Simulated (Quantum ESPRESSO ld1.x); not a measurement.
# Taking charge from the 3s level of Cl in fractions

What happens to E and to the 3s eigenvalue of Cl when a fraction of an electron is removed? The exact functional would give straight lines between whole numbers for a frontier level.

Program: Quantum ESPRESSO ld1.x 7.5. Level of theory: scalar-relativistic Kohn-Sham, LDA (Slater exchange, Perdew-Zunger correlation), spin-polarised, spherical densities, point nucleus; open shells are filled with parallel spins first. These are calculated values, not measurements, unless marked.

## (1) The system

* element: chlorine (Z = 17)
* charge: 0
* electrons: 17
* configuration: [Ne] 3s(up 1, down 1) 3p5

A shell typed twice in an input gives spin up, then spin down.

## (2) Start: [Ne] 3s(up 1, down 1) 3p5

The input, ld1.in:

```fortran
 &input
    atom='Cl',
    iswitch=1,
    rel=1,
    lsd=1,
    dft='PZ',
    config='[Ne] 3s1 3s1 3p5',
    verbosity='high',
    prefix='ld1',
    max_out_wfc=37,
    file_charge='ld1.rho',
 /
```

## (3) 0.2 electron removed from 3s

ld1.in: that of step 2 with these lines changed.

```diff
@@ -6,3 +6,3 @@
     dft='PZ',
-    config='[Ne] 3s1 3s1 3p5',
+    config='[Ne] 3s1 3s0.8 3p5',
     verbosity='high',
```

## (4) 0.4 electron removed from 3s

ld1.in: that of step 3 with these lines changed.

```diff
@@ -6,3 +6,3 @@
     dft='PZ',
-    config='[Ne] 3s1 3s0.8 3p5',
+    config='[Ne] 3s1 3s0.6 3p5',
     verbosity='high',
```

## (5) 0.6 electron removed from 3s

ld1.in: that of step 4 with these lines changed.

```diff
@@ -6,3 +6,3 @@
     dft='PZ',
-    config='[Ne] 3s1 3s0.6 3p5',
+    config='[Ne] 3s1 3s0.4 3p5',
     verbosity='high',
```

## (6) 0.8 electron removed from 3s

ld1.in: that of step 5 with these lines changed.

```diff
@@ -6,3 +6,3 @@
     dft='PZ',
-    config='[Ne] 3s1 3s0.4 3p5',
+    config='[Ne] 3s1 3s0.2 3p5',
     verbosity='high',
```

## (7) 1 electron removed from 3s

ld1.in: that of step 6 with these lines changed.

```diff
@@ -6,3 +6,3 @@
     dft='PZ',
-    config='[Ne] 3s1 3s0.2 3p5',
+    config='[Ne] 3s1 3s0 3p5',
     verbosity='high',
```

**Question.** What will these runs give? Wanted: for each run, removed; E − E(0); eigenvalue; E minus straight line.

As calculated:

```tsv
removed (e)	E − E(0) (eV)	eigenvalue (eV)	E minus straight line (eV)
0	0.000	-20.238	0.000
0.2	4.260	-22.377	-0.890
0.4	8.954	-24.577	-1.345
0.6	14.094	-26.831	-1.355
0.8	19.689	-29.132	-0.910
1	25.749	-31.474	0.000
```

What this shows: Removing the whole electron costs 25.749 eV, against 20.238 eV from minus the starting eigenvalue. The trapezoid integral of minus the eigenvalue gives 25.755 eV over the range, against 25.749 eV from the energies (Janak's theorem; approximate here, since the scalar-relativistic density holds large components alone). The eigenvalue moves by 11.2 eV per electron. E bends below the straight line by 1.36 eV at 0.6 electron removed.
